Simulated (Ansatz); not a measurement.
# Ag3C: the cost of one run

Program: Ansatz 0.2.0. Level of theory: DFT PBE, scalar-relativistic, plane waves, PAW. These are calculated values, not measurements.

## Step 1: The starting structure

It takes space group Fm-3m (No. 225, cubic). Conventional cell: a = 4.086 Å, b = 4.086 Å, c = 4.086 Å, α = 90.00°, β = 90.00°, γ = 90.00°. Around Ag (site symmetry m-3m) lie 12 Ag at 2.89 Å.

Coordinates:

```
Ag
1.0
     0.00000    2.04310    2.04310
     2.04310    0.00000    2.04310
     2.04310    2.04310    0.00000
Ag
1
Direct
  0.00000 0.00000 0.00000
```

The structure comes from the Crystallography Open Database.

## Step 6: Setting up the map

Atoms count from 1 in the order of the input.

C is moved along a line over the surface and along the normal, above a rigid substrate.

First coordinate, position of C4 along the diagonal of the surface cell, from above Ag3: 6 values from 0.00 to 3.46 Å, periodic. Second coordinate, height of C4 above the plane of Ag3: 8 values from 0.33 to 3.97 Å.

Nothing else is relaxed. Points are written as (first, second).

(The set-up runs are not shown.)

## Step 7: Point (2.07 Å, 0.33 Å)

The input, input.yaml:

```yaml
crystal:
  lattice:
    - [2.9325072267, 0.0, 0.0]
    - [0.0, 2.9325072267, 0.0]
    - [0.0, 0.0, 21.0648645725]
  atoms:
    - { symbol: Ag, position: [0.5, 0.5, 0.1898896613] }
    - { symbol: Ag, position: [0.0, 0.0, 0.2863776592] }
    - { symbol: Ag, position: [0.5, 0.5, 0.3828586006] }
    - { symbol: C, position: [1.0, 1.0, 0.3985244977] }
basis:
  ecutwfc: 420
kpoints:
  mp_grid: { grid: [9, 9, 1] }
hamiltonian:
  xc: pbe
scf:
  occupations: { method: gaussian, width: 0.1 }
output:
  forces: true
  eigenvalues: true
efield:
  axis: 3
  dipole_correction: true
  ramp_width: 0.04
```

On the command line:

```bash
> ansatz run input.yaml --threads 1 --pin off --max-ram 3072MiB --backend cpu --events-out ev --progress --plain --runs-dir out
```

What time and memory should one allow on 1 thread of Arm Neoverse V2, shared host?

About 7.1 s, with a peak of 0.34 GiB.
